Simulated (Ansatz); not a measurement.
**C3H7Al: a ladder of functionals and wavefunction methods**

An exercise on one series of results from a longer session: the logs are not shown, and one member is left open.

Computed with Ansatz 0.2.0, Gaussian basis. Level: functionals in def2-TZVPP, the program's frozen cores in correlated methods.

Plan: LDA (SPW92), PBE-D4, revPBE-D4, BLYP-D4, r2SCAN-D4, B97M-V, PBE0-D4, B3LYP-D4, r2SCANh-D4, r2SCAN0-D4, HSE06-D4, BHLYP-D4, CAM-B3LYP-D4, LC-ωPBE, ωB97X-V, ωB97M-V, B2PLYP, PBE-QIDH; CCSD(T)/def2-SVP; CCSD(T)/def2-TZVPP; MP2/def2-QZVPP; extrapolation to the limit; RPA on PBE.

## The relaxed structure

All runs share one geometry, relaxed beforehand with PBE0-D4 in a triple-zeta def2 set.

SMILES `C[CH]1[CH2][AlH]1`, 11 atoms, charge 0, spin multiplicity 1.

Atoms are counted from 1 here; the program's logs count them from 0.

Bond lengths: C1–C2 1.509 Å, C1–H5 1.093 Å, C1–H6 1.095 Å, C1–H7 1.098 Å, C2–C3 1.582 Å, C2–Al4 1.915 Å, C2–H8 1.093 Å, C3–Al4 1.906 Å, C3–H9 1.092 Å, C3–H10 1.088 Å, Al4–H11 1.576 Å. Angles: C2–C1–H5 111.5°, C2–C1–H6 111.8°, C2–C1–H7 111.5°, H5–C1–H6 107.0°, H5–C1–H7 107.8°, H6–C1–H7 106.9°, C1–C2–C3 117.1°, C1–C2–Al4 130.3°, C1–C2–H8 111.4°, C3–C2–Al4 65.3°, C3–C2–H8 110.3°, Al4–C2–H8 113.1°, C2–C3–Al4 65.8°, C2–C3–H9 112.7°, C2–C3–H10 116.4°, Al4–C3–H9 116.9°, Al4–C3–H10 127.1°, H9–C3–H10 110.0° and more.

The first run:

in.yaml reads:

```yaml
crystal:
  periodic: [false, false, false]
  atoms:
    - {symbol: C, position_ang: [-0.804031, 1.212509, 0.035518]}
    - {symbol: C, position_ang: [-0.024966, 0.044499, -0.518584]}
    - {symbol: C, position_ang: [1.170620, -0.506922, 0.358554]}
    - {symbol: Al, position_ang: [-0.129605, -1.822049, -0.104420]}
    - {symbol: H, position_ang: [-1.688157, 1.428743, -0.570216]}
    - {symbol: H, position_ang: [-1.152753, 1.022116, 1.055394]}
    - {symbol: H, position_ang: [-0.192311, 2.123221, 0.071924]}
    - {symbol: H, position_ang: [0.312356, 0.238704, -1.540452]}
    - {symbol: H, position_ang: [1.150036, -0.130173, 1.383493]}
    - {symbol: H, position_ang: [2.169586, -0.394767, -0.058941]}
    - {symbol: H, position_ang: [-0.745476, -3.272983, -0.091467]}
basis:
  gaussian: {orbitals: def2-TZVPP}
hamiltonian: {xc: lda}
output: {orbitals: {seedname: orbitals}}
```

Started as:

```
ansatz run in.yaml --threads 2 --pin off --events-out ev --progress --plain --max-ram 4352MiB
```

Steps of the session up to this table: LDA; PBE-D4 (GGA); revPBE-D4 (GGA); BLYP-D4 (GGA); r2SCAN-D4 (meta-GGA); B97M-V (meta-GGA); PBE0-D4 (hybrid); B3LYP-D4 (hybrid); r2SCANh-D4 (hybrid); r2SCAN0-D4 (hybrid); HSE06-D4 (hybrid); BHLYP-D4 (hybrid); CAM-B3LYP-D4 (range-separated); LC-ωPBE (range-separated); ωB97X-V (range-separated); ωB97M-V (range-separated); B2PLYP (double hybrid); PBE-QIDH (double hybrid).

One of the session's tables, all rows but one given; the rest of the session is left out.

It belongs to the step «Frontier levels by functional». 

| functional | HOMO (eV) | LUMO (eV) | gap (eV) |
| --- | --- | --- | --- |
| LDA (SPW92) | -4.75 | -2.30 | 2.45 |
| PBE-D4 | -4.63 | -2.06 | 2.58 |
| revPBE-D4 | ? | ? | ? |
| BLYP-D4 | -4.51 | -1.96 | 2.55 |
| r2SCAN-D4 | -4.80 | -1.72 | 3.07 |
| B97M-V | -4.85 | -1.94 | 2.92 |
| PBE0-D4 | -5.69 | -1.28 | 4.41 |
| B3LYP-D4 | -5.52 | -1.51 | 4.01 |
| r2SCANh-D4 | -5.20 | -1.47 | 3.73 |
| r2SCAN0-D4 | -5.80 | -1.10 | 4.70 |
| HSE06-D4 | -5.30 | -1.65 | 3.64 |
| BHLYP-D4 | -6.67 | -0.54 | 6.13 |
| CAM-B3LYP-D4 | -6.99 | -0.38 | 6.61 |
| LC-ωPBE | -8.29 | 0.73 | 9.02 |
| ωB97X-V | -7.96 | 0.59 | 8.55 |
| ωB97M-V | -7.83 | 0.27 | 8.10 |

Estimate the missing values for revPBE-D4.

The run gave: HOMO (eV): -4.58; LUMO (eV): -1.94; gap (eV): 2.64. In the column «HOMO (eV)» it lies between PBE-D4 (-4.63) and BLYP-D4 (-4.51).
